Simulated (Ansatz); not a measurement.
Working through an equation of state with a fit of KNaCl2, space group R-3m

Computed with the Python package of Ansatz (0.2.0).

The cells in order, each with its output:

In [1]:
```python
import ansatz as az
from ase.eos import EquationOfState
from ase.units import GPa
import numpy as np
```

In [2]:
```python
params = {
    "xc": "pbesol",
    "filling": "fixed",
    "ecut": 470,
    "mesh": (6, 6, 6),
}
```

In [3]:
```python
VECTORS = np.array([
    [2.08632, 1.20454, 6.94949],
    [-2.08632, 1.20454, 6.94949],
    [0.0, -2.40908, 6.94949],
])
SITES = [
    ("K", (0.5, 0.5, 0.5)),
    ("Na", (0.0, 0.0, 0.0)),
    ("Cl", (0.74047, 0.74047, 0.74047)),
    ("Cl", (0.25953, 0.25953, 0.25953)),
]
```

In [4]:
```python
def build(cell):
    crystal = az.Crystal(lattice=az.Lattice.of(cell))
    for symbol, position in SITES:
        crystal = crystal.atom(symbol, position)
    return crystal
```

In [5]:
```python
# scale the volume, keep shape and fractions
volumes, energies = [], []
for scale in np.linspace(0.94, 1.06, 7):
    cell = VECTORS * scale ** (1 / 3)
    calc = (
        build(cell).calculation()
        .functional(params["xc"])
        .occupations(params["filling"])
        .basis(params["ecut"])
        .kpoints(*params["mesh"])
    )
    data = calc.run(threads=1, pin="off").report
    volumes.append(abs(np.linalg.det(cell)) / len(SITES))
    energies.append(data["free_energy_ev"] / len(SITES))
    print(f"V = {volumes[-1]:8.4f} A^3/atom  F = {energies[-1]:.5f} eV/atom")
```
```text
DeckWarning: crystal.lattice, of which some number shows no typed digit to judge by, misses the space group found at crystal.symmetry.tolerance 1.0e-5 by more than rounding, which is why this is a warning: the operation that it misses by the most changes a [...]
V =  24.6249 A^3/atom  F = -1280.23582 eV/atom
V =  25.1488 A^3/atom  F = -1280.23909 eV/atom
V =  25.6728 A^3/atom  F = -1280.24063 eV/atom
V =  26.1967 A^3/atom  F = -1280.24064 eV/atom
V =  26.7206 A^3/atom  F = -1280.23929 eV/atom
V =  27.2446 A^3/atom  F = -1280.23672 eV/atom
V =  27.7685 A^3/atom  F = -1280.23308 eV/atom
```

In [6]:
```python
eos = EquationOfState(volumes, energies, eos="sj")
v0, e0, bulk = eos.fit()
print(f"V0 = {v0:.4f} A^3/atom, E0 = {e0:.5f} eV/atom, B = {bulk / GPa:.1f} GPa")
```
```text
V0 = 25.9353 A^3/atom, E0 = -1280.24082 eV/atom, B = 21.9 GPa
```

A third-order Birch-Murnaghan fit through the 7 points (the script's own form differs a little) has its minimum at 25.94 Å³ an atom, 1.0 % below the typed cell, with a bulk modulus of 22 GPa and dB/dP = 4.9. From that minimum the energy rises by 5.0 meV an atom on the compressed side and 7.7 meV on the expanded side.

Caveats:
- Total energies depend on the potentials; only differences at equal settings carry meaning.
- Shape and fractional positions are held along the curve, so the bulk modulus is an upper value where they are free to relax.
- The structure comes from a database of computed cells and needn't be a stable or known phase.
- Warnings are shown shortened and without file and line.
- Run time: 23 s on 1 thread of Arm Neoverse V1, on a shared host, peak memory 0.44 GiB.
